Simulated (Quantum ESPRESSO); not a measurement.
# BeAl5N (I4mm) in Quantum ESPRESSO: single point with LDA+rVV10

Aim: the single point of BeAl5N with LDA+rVV10.

All numbers are computed with Quantum ESPRESSO 7.5; they aren't measurements. Logs are shortened: lines on timing, memory, paths and dates and some standing lists are left out, and cuts for length are marked.

**1. Starting point**

Symmetry: I4mm, No. 107, tetragonal system. Conventional cell: a = 5.450 Å, b = 5.450 Å, c = 6.685 Å, α = 90.00°, β = 90.00°, γ = 90.00°. Be (site symmetry 4mm) is surrounded by 1 N at 2.18 Å. Al (site symmetry 2mm) is surrounded by 2 Al at 1.64 to 1.70 Å. Around Al (site symmetry 2mm) lie 2 Al at 1.64 to 1.70 Å. Al (site symmetry 4mm) is surrounded by 1 N at 1.22 Å. N (site symmetry 4mm) has 1 Al at 1.22 Å as nearest neighbours.

The cell was built by a generator and needn't be a form met in nature.

**2. Single point, LDA+rVV10**

run.py

```python
import numpy as np
from ase.calculators.espresso import Espresso, EspressoProfile
from ase.io import read

atoms = read('POSCAR')

input_data = {
    'control': {'calculation': 'scf', 'prefix': 'pwscf', 'outdir': './tmp', 'tprnfor': True, 'tstress': True, 'disk_io': 'nowf'},
    'system': {'ecutwfc': 40.0, 'ecutrho': 240.0, 'nbnd': 19, 'input_dft': 'sla+pw+nogx+nogc+vv10', 'occupations': 'smearing', 'smearing': 'mv', 'degauss': 0.01469973},
    'electrons': {'conv_thr': 1.4e-09, 'electron_maxstep': 120, 'mixing_beta': 0.5},
}
pseudopotentials = {'Be': 'Be.LDA_PW-JTH.UPF', 'Al': 'Al.LDA_PW-JTH.UPF', 'N': 'N.LDA_PW-JTH.UPF'}
profile = EspressoProfile(command='pw.x', pseudo_dir='pseudo')
dft = Espresso(profile=profile, input_data=input_data, pseudopotentials=pseudopotentials, kpts=(7, 7, 7), koffset=(0, 0, 0))
atoms.calc = dft

print(f'energy {atoms.get_potential_energy():.8f} eV')
print('forces (eV/A)')
print(np.round(atoms.get_forces(), 6))
print('stress (eV/A^3, Voigt)')
print(np.round(atoms.get_stress(), 8))
print(f'Fermi level {dft.get_fermi_level():.4f} eV')
```

POSCAR

```
BeAl5N
1.0
   -2.7251021100      2.7251021100      3.3424119500
    2.7251021100     -2.7251021100      3.3424119500
    2.7251021100      2.7251021100     -3.3424119500
Be Al N
1 5 1
Direct
    0.6289408700      0.6289408700      0.0000000000
    0.2193620200      0.7193620200      0.5000000000
    0.7193620200      0.2193620200      0.5000000000
    0.4743831600      0.9743831600      0.5000000000
    0.9743831600      0.4743831600      0.5000000000
    0.1214774900      0.1214774900      0.0000000000
    0.3033745800      0.3033745800      0.0000000000
```

Potentials or basis: JTH 2.0 LDA.

Run with:

```
$ OMP_NUM_THREADS=1 python run.py
```

The log of the run:

```text
energy -3289.81956894 eV
forces (eV/A)
[[  0.         0.        -2.041208]
 [  0.         0.         2.82034 ]
 [  0.         0.         2.82034 ]
 [  0.        -0.        -2.800463]
 [ -0.        -0.        -2.800463]
 [ -0.        -0.       -53.767441]
 [ -0.        -0.        55.768895]]
stress (eV/A^3, Voigt)
[ 0.08967003  0.08967003 -2.10434288 -0.         -0.          0.        ]
Fermi level 6.8939 eV
```

espresso.pwi:

```text
&CONTROL
   calculation      = 'scf'
   tstress          = .true.
   tprnfor          = .true.
   outdir           = './tmp'
   prefix           = 'pwscf'
   disk_io          = 'nowf'
   pseudo_dir       = 'pseudo'
/
&SYSTEM
   nbnd             = 19
   ecutwfc          = 40.0
   ecutrho          = 240.0
   occupations      = 'smearing'
   degauss          = 0.01469973
   smearing         = 'mv'
   input_dft        = 'sla+pw+nogx+nogc+vv10'
   ntyp             = 3
   nat              = 7
   ibrav            = 0
/
&ELECTRONS
   electron_maxstep = 120
   conv_thr         = 1.4e-09
   mixing_beta      = 0.5
/
&IONS
/
&CELL
/
&FCP
/
&RISM
/
ATOMIC_SPECIES
Be 9.0121831 Be.LDA_PW-JTH.UPF
Al 26.9815385 Al.LDA_PW-JTH.UPF
N 14.007 N.LDA_PW-JTH.UPF

K_POINTS automatic
7 7 7  0 0 0

CELL_PARAMETERS angstrom
-2.72510211000000 2.72510211000000 3.34241195000000
2.72510211000000 -2.72510211000000 3.34241195000000
2.72510211000000 2.72510211000000 -3.34241195000000

ATOMIC_POSITIONS angstrom
Be 0.0000000000 -0.0000000000 4.2043589595  
Al 2.7251021100 -0.0000000000 1.4663964740  
Al -0.0000000000 2.7251021100 1.4663964740  
Al 2.7251021100 0.0000000000 3.1711678857  
Al -0.0000000000 2.7251021100 3.1711678857  
Al 0.0000000000 -0.0000000000 0.8120556285  
N -0.0000000000 0.0000000000 2.0280056430
```

espresso.pwo:

```text
This program is part of the open-source Quantum ESPRESSO suite
     for quantum simulation of materials; please cite
         "P. Giannozzi et al., J. Phys.:Condens. Matter 21 395502 (2009);
         "P. Giannozzi et al., J. Phys.:Condens. Matter 29 465901 (2017);
         "P. Giannozzi et al., J. Chem. Phys. 152 154105 (2020);
     in publications or presentations arising from this work. More details at

Warning: card &CELL ignored
Warning: card &FCP ignored
Warning: card &RISM ignored

     file Be.LDA_PW-JTH.UPF: wavefunction(s)  2P 0P renormalized
     file Al.LDA_PW-JTH.UPF: wavefunction(s)  3S 0S 3P 0P renormalized
     file N.LDA_PW-JTH.UPF: wavefunction(s)  0S 0P renormalized

     IMPORTANT: XC functional enforced from input :
     Exchange-correlation= SLA+PW+NOGX+NOGC+VV10
                           (   1   4   0   0  26   0   0)
     Any further DFT definition will be discarded
     Please, verify this is what you really want

     Message from routine setup:
     using ibrav=0 with symmetry is DISCOURAGED, use correct ibrav instead

     G-vector sticks info
     --------------------
     sticks:   dense  smooth     PW     G-vecs:    dense   smooth      PW
     Sum        1753    1177    343                42075    22921    3709

     Using Slab Decomposition

     bravais-lattice index     =            0
     lattice parameter (alat)  =       9.6402  a.u.
     unit-cell volume          =     670.0113 (a.u.)^3
     number of atoms/cell      =            7
     number of atomic types    =            3
     number of electrons       =        24.00
     number of Kohn-Sham states=           19
     kinetic-energy cutoff     =      40.0000  Ry
     charge density cutoff     =     240.0000  Ry
     scf convergence threshold =      1.4E-09
     mixing beta               =       0.5000
     number of iterations used =            8  plain     mixing
     Exchange-correlation= SLA+PW+NOGX+NOGC+VV10
                           (   1   4   0   0  26   0   0)

     celldm(1)=   9.640212  celldm(2)=   0.000000  celldm(3)=   0.000000
     celldm(4)=   0.000000  celldm(5)=   0.000000  celldm(6)=   0.000000

     crystal axes: (cart. coord. in units of alat)
               a(1) = (  -0.534189   0.534189   0.655198 )
               a(2) = (   0.534189  -0.534189   0.655198 )
               a(3) = (   0.534189   0.534189  -0.655198 )

     reciprocal axes: (cart. coord. in units 2 pi/alat)
[... 130 lines left out ...]
     negative rho (up, down):  1.818E-03 0.000E+00
[... 37 lines left out ...]
     total energy              =    -241.79698133 Ry
     estimated scf accuracy    <       0.00169470 Ry

     iteration #  6     ecut=    40.00 Ry     beta= 0.50
     Davidson diagonalization with overlap
     c_bands:  1 eigenvalues not converged
     ethr =  7.06E-06,  avg # of iterations =  7.6

     negative rho (up, down):  1.106E-02 0.000E+00

     total energy              =    -241.79728042 Ry
     estimated scf accuracy    <       0.00010467 Ry

     iteration #  7     ecut=    40.00 Ry     beta= 0.50
     Davidson diagonalization with overlap
     c_bands:  1 eigenvalues not converged
     ethr =  4.36E-07,  avg # of iterations =  3.0

     negative rho (up, down):  1.115E-02 0.000E+00

     total energy              =    -241.79729343 Ry
     estimated scf accuracy    <       0.00005059 Ry
[... 28 lines left out ...]
     iteration # 11     ecut=    40.00 Ry     beta= 0.50
     Davidson diagonalization with overlap
     ethr =  4.65E-10,  avg # of iterations =  1.1

     negative rho (up, down):  1.119E-02 0.000E+00

     End of self-consistent calculation

          k = 0.0000 0.0000 0.0000 (  2917 PWs)   bands (ev):

   -93.0913  -7.4047  -2.3156   2.0460   2.1137   2.1137   2.3864   3.0201
     4.5955   4.5955   5.4591   5.4591   6.4410   7.1359   8.0633   8.6900
     9.3876   9.3876  12.3125
[... 231 lines left out ...]
   -93.0914  -7.1623  -1.2115  -0.7374   0.5739   0.9778   1.5803   4.3172
     4.8392   5.1894   6.3113   7.2027   7.5395   8.1380   9.8313  10.1460
    10.7990  11.8518  12.3859

     the Fermi energy is     6.8939 ev

!    total energy              =    -241.79729963 Ry
     total all-electron energy =      -241.797300 Ry
     estimated scf accuracy    <          7.5E-10 Ry
     smearing contrib. (-TS)   =       0.00000880 Ry
     internal energy E=F+TS    =    -241.79730843 Ry

     The total energy is F=E-TS. E is the sum of the following terms:
     one-electron contribution =     -16.02651834 Ry
     hartree contribution      =      12.90370349 Ry
     xc contribution           =     -20.73362131 Ry
     ewald contribution        =     -45.54271276 Ry
     one-center paw contrib.   =    -172.39815951 Ry

     convergence has been achieved in  11 iterations

     negative rho (up, down):  1.119E-02 0.000E+00

     Forces acting on atoms (cartesian axes, Ry/au):

     atom    1 type  1   force =     0.00000000    0.00000000   -0.07939037
     atom    2 type  2   force =     0.00000000    0.00000000    0.10969377
     atom    3 type  2   force =     0.00000000    0.00000000    0.10969377
     atom    4 type  2   force =     0.00000000   -0.00000000   -0.10892067
     atom    5 type  2   force =    -0.00000000   -0.00000000   -0.10892067
     atom    6 type  2   force =    -0.00000000   -0.00000000   -2.09122068
     atom    7 type  3   force =    -0.00000000   -0.00000000    2.16906485

     Total force =     3.021943     Total SCF correction =     0.000009

     Computing stress (Cartesian axis) and pressure

     negative rho (up, down):  1.119E-02 0.000E+00
          total   stress  (Ry/bohr**3)                   (kbar)     P=     1028.06
  -0.00097663  -0.00000000   0.00000000         -143.67       -0.00        0.00
   0.00000000  -0.00097663   0.00000000            0.00     -143.67        0.00
   0.00000000   0.00000000   0.02291919            0.00        0.00     3371.53

=------------------------------------------------------------------------------=
   JOB DONE.
=------------------------------------------------------------------------------=
```

Run time: 27 s. Hardware: 1 thread of AMD EPYC 9R14 (Zen 4), shared host; peak memory 0.19 GiB.

Results:

| Item | Value |
| --- | --- |
| Free energy | -3289.8199 eV |
| Largest force | 55.769 eV/Å |
| Band gap on the k mesh | none (metal or under the smearing width) |

Forces on the atoms (eV/Å):
```
Be    0.000   0.000  -2.041
Al    0.000   0.000   2.820
Al    0.000   0.000   2.820
Al    0.000   0.000  -2.800
Al    0.000   0.000  -2.800
Al    0.000   0.000 -53.767
N     0.000   0.000  55.769
```

Levels at points of the mesh, in eV from the Fermi level:
| k point | band 9 | band 10 | band 11 | band 12 | band 13 | band 14 | band 15 | band 16 |
| --- | --- | --- | --- | --- | --- | --- | --- | --- |
| (0.00, 0.00, 0.00) | -2.30 | -2.30 | -1.43 | -1.43 | -0.45 | 0.24 | 1.17 | 1.80 |

Caveat: rVV10's parameter b was fitted to another functional; the cell as given lies far from equilibrium; the cutoff is too short for stress, so the log's stress isn't used; the cutoff is low for these files, which shifts pressure and relaxed volume; pairwise dispersion overbinds metals, which lowers pressure and volume; forces of over 1 eV/Å show positions far from the minimum, so gaps and moduli don't describe the material at rest.
